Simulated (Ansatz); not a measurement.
**CH₇FOSi₂: up Jacob's ladder to CCSD(T)**

Aim: compute CH₇FOSi₂ with functionals from several rungs and with coupled cluster, and see how far each lands from CCSD(T) at the basis-set limit for the atomisation energy.

Computed with Ansatz 0.2.0, Gaussian basis. Level: functionals in def2-TZVPP, the program's frozen cores in correlated methods.

The runs, in order: PBE-D4, r2SCAN-D4, PBE0-D4, B3LYP-D4, ωB97X-V, ωB97M-V, B2PLYP; CCSD(T)/def2-TZVPP; MP2/def2-QZVPP; extrapolation to the limit.

### 1 Structure used throughout

An earlier PBE0-D4 in a triple-zeta def2 set relaxation fixed the geometry.

12 atoms, charge 0, spin multiplicity 1.

Atoms are counted from 1 here; the program's logs count them from 0.

Bond lengths: F1–C2 1.395 Å, C2–Si3 1.887 Å, C2–H6 1.096 Å, C2–H7 1.096 Å, Si3–O4 1.631 Å, Si3–H8 1.486 Å, Si3–H9 1.485 Å, O4–Si5 1.640 Å, Si5–H10 1.484 Å, Si5–H11 1.486 Å, Si5–H12 1.483 Å. Angles: F1–C2–Si3 109.3°, F1–C2–H6 108.3°, F1–C2–H7 107.9°, Si3–C2–H6 111.7°, Si3–C2–H7 111.7°, H6–C2–H7 107.8°, C2–Si3–O4 109.8°, C2–Si3–H8 109.1°, C2–Si3–H9 108.5°, O4–Si3–H8 110.1°, O4–Si3–H9 108.9°, H8–Si3–H9 110.4°, Si3–O4–Si5 144.0°, O4–Si5–H10 110.0°, O4–Si5–H11 110.3°, O4–Si5–H12 107.8°, H10–Si5–H11 109.5°, H10–Si5–H12 109.6° and more.

Geometry (Å):

| atom | x (Å) | y (Å) | z (Å) |
| --- | --- | --- | --- |
| F1 | -1.87150 | -0.00599 | 0.96340 |
| C2 | -1.42994 | 1.14141 | 0.30364 |
| Si3 | -0.20132 | 0.65292 | -1.04279 |
| O4 | 1.06446 | -0.13248 | -0.37851 |
| Si5 | 1.49157 | -1.42068 | 0.54143 |
| H6 | -2.30342 | 1.65630 | -0.11257 |
| H7 | -0.97438 | 1.80406 | 1.04761 |
| H8 | -0.88414 | -0.22232 | -2.02998 |
| H9 | 0.29110 | 1.88919 | -1.70206 |
| H10 | 1.26330 | -1.11809 | 1.97671 |
| H11 | 0.69792 | -2.61560 | 0.15447 |
| H12 | 2.93326 | -1.68393 | 0.31256 |

### 2 PBE-D4 (GGA)

Contents of in.yaml:

```yaml
crystal:
  periodic: [false, false, false]
  atoms:
    - {symbol: F, position_ang: [-1.871501, -0.005990, 0.963395]}
    - {symbol: C, position_ang: [-1.429943, 1.141410, 0.303643]}
    - {symbol: Si, position_ang: [-0.201318, 0.652916, -1.042789]}
    - {symbol: O, position_ang: [1.064464, -0.132476, -0.378513]}
    - {symbol: Si, position_ang: [1.491566, -1.420680, 0.541425]}
    - {symbol: H, position_ang: [-2.303415, 1.656302, -0.112571]}
    - {symbol: H, position_ang: [-0.974382, 1.804056, 1.047609]}
    - {symbol: H, position_ang: [-0.884144, -0.222319, -2.029983]}
    - {symbol: H, position_ang: [0.291096, 1.889195, -1.702060]}
    - {symbol: H, position_ang: [1.263300, -1.118087, 1.976713]}
    - {symbol: H, position_ang: [0.697921, -2.615599, 0.154468]}
    - {symbol: H, position_ang: [2.933258, -1.683928, 0.312565]}
basis:
  gaussian: {orbitals: def2-TZVPP}
hamiltonian: {xc: pbe, dispersion: d4}
output: {forces: true, orbitals: {seedname: orbitals}}
```

Started as:

```
ansatz run in.yaml --threads 4 --pin off --events-out ev --progress --plain --max-ram 10444MiB
```

Further steps of the session: r2SCAN-D4 (meta-GGA); PBE0-D4 (hybrid); B3LYP-D4 (hybrid); ωB97X-V (range-separated); ωB97M-V (range-separated); B2PLYP (double hybrid); CCSD(T) in def2-TZVPP; MP2 in def2-QZVPP.

Q: Predict the results of all the runs planned. Wanted: atomisation energy, CCSD(T)/CBS; farthest; mean size of error, hybrid; mean size of error, range-separated; gap, smallest and largest; T1 diagnostic; triples share of the correlation energy.

As calculated:

| quantity | value |
| --- | --- |
| atomisation energy, CCSD(T)/CBS | 1004.8 kcal/mol |
| functionals within 5.0 kcal/mol (0.5 %) | PBE-D4, r2SCAN-D4, B3LYP-D4, ωB97X-V, ωB97M-V |
| farthest | PBE0-D4 (-15.2 kcal/mol) |
| mean size of error, hybrid | 9.9 kcal/mol |
| mean size of error, range-separated | 1.7 kcal/mol |
| gap, smallest and largest | 5.90 eV (PBE-D4), 12.72 eV (ωB97X-V) |
| T1 diagnostic | 0.0113 |
| triples share of the correlation energy | 3.2 % |

PBE-D4 is off by -2.6 kcal/mol. Double hybrids carry the basis error of their MP2 part in triple zeta, and no dispersion term here, so their miss is partly the set-up's. Misses under about 5.0 kcal/mol are within the doubt on the reference itself, which lacks core-valence correlation, relativity and higher excitations. Hartree-Fock recovers 74 % of the binding; the rest is correlation. The gap grows from 5.9 to 12.7 eV across the functionals, mostly with the share of exact exchange.
